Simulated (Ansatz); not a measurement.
# C₂H₇AlSSi: small, medium and large basis sets

An exercise on one series of results from a longer session: the logs are not shown, and one member is left open.

Computed with Ansatz 0.2.0, Gaussian basis. Level: one geometry, several basis sets.

The runs, in order: PBE0-D4/def2-SVP; ωB97M-V/def2-SVP; PBE0-D4/def2-QZVPP; ωB97M-V/def2-QZVPP; the functionals' def2-TZVPP values are taken from earlier runs.

## The relaxed structure

The geometry comes from an earlier relaxation with PBE0-D4 in a triple-zeta def2 set; it is a stationary point, not always the lowest conformer.

SMILES `[SiH3]C[CH]1[AlH][S]1`, 12 atoms, charge 0, spin multiplicity 1.

Atoms are counted from 1 here; the program's logs count them from 0.

Bond lengths: Si1–C2 1.886 Å, Si1–H6 1.485 Å, Si1–H7 1.490 Å, Si1–H8 1.489 Å, C2–C3 1.515 Å, C2–H9 1.095 Å, C2–H10 1.097 Å, C3–Al4 1.923 Å, C3–S5 1.924 Å, C3–H11 1.090 Å, Al4–S5 2.116 Å, Al4–H12 1.570 Å. Angles: C2–Si1–H6 111.7°, C2–Si1–H7 110.1°, C2–Si1–H8 109.0°, H6–Si1–H7 108.5°, H6–Si1–H8 108.8°, H7–Si1–H8 108.6°, Si1–C2–C3 113.8°, Si1–C2–H9 108.6°, Si1–C2–H10 107.6°, C3–C2–H9 111.5°, C3–C2–H10 108.8°, H9–C2–H10 106.3°, C2–C3–Al4 126.3°, C2–C3–S5 114.3°, C2–C3–H11 111.8°, Al4–C3–S5 66.8°, Al4–C3–H11 118.5°, S5–C3–H11 107.9° and more.

The first run:

File in.yaml:

```yaml
crystal:
  periodic: [false, false, false]
  atoms:
    - {symbol: Si, position_ang: [-1.039150, -0.844285, 1.390497]}
    - {symbol: C, position_ang: [0.518336, -0.275324, 0.491090]}
    - {symbol: C, position_ang: [0.289571, 0.074137, -0.965183]}
    - {symbol: Al, position_ang: [1.143286, 1.492924, -1.943515]}
    - {symbol: S, position_ang: [-0.851879, 1.597428, -1.245074]}
    - {symbol: H, position_ang: [-2.030605, 0.253278, 1.521657]}
    - {symbol: H, position_ang: [-0.693104, -1.334157, 2.754271]}
    - {symbol: H, position_ang: [-1.660192, -1.962096, 0.627225]}
    - {symbol: H, position_ang: [0.952946, 0.565869, 1.041834]}
    - {symbol: H, position_ang: [1.250310, -1.090964, 0.547909]}
    - {symbol: H, position_ang: [-0.128117, -0.764217, -1.522656]}
    - {symbol: H, position_ang: [2.325497, 2.232207, -2.664155]}
basis:
  gaussian: {orbitals: def2-SVP}
hamiltonian: {xc: pbe0, dispersion: d4}
output: {orbitals: {seedname: orbitals}}
```

Launch:

```console
ansatz run in.yaml --threads 4 --pin off --events-out ev --progress --plain --max-ram 10444MiB
```

Steps of the session up to this table: PBE0-D4 in def2-SVP; ωB97M-V in def2-SVP; PBE0-D4 in def2-QZVPP; ωB97M-V in def2-QZVPP.

One of the session's tables, all rows but one given; the rest of the session is left out.

It belongs to the step «Functionals by basis». 

```
functional       basis  HOMO (eV)  LUMO (eV)
   PBE0-D4    def2-SVP      -6.55      -1.31
   PBE0-D4  def2-TZVPP      -6.56      -1.41
   PBE0-D4  def2-QZVPP      -6.57      -1.45
   ωB97M-V    def2-SVP          ?          ?
   ωB97M-V  def2-TZVPP      -8.62       0.20
   ωB97M-V  def2-QZVPP      -8.64       0.01
```

**Question.** Estimate the row for ωB97M-V, def2-SVP.

As computed: HOMO (eV): -8.57; LUMO (eV): 0.40. In the column «HOMO (eV)» it lies between ωB97M-V, def2-TZVPP (-8.62) and PBE0-D4, def2-QZVPP (-6.57).
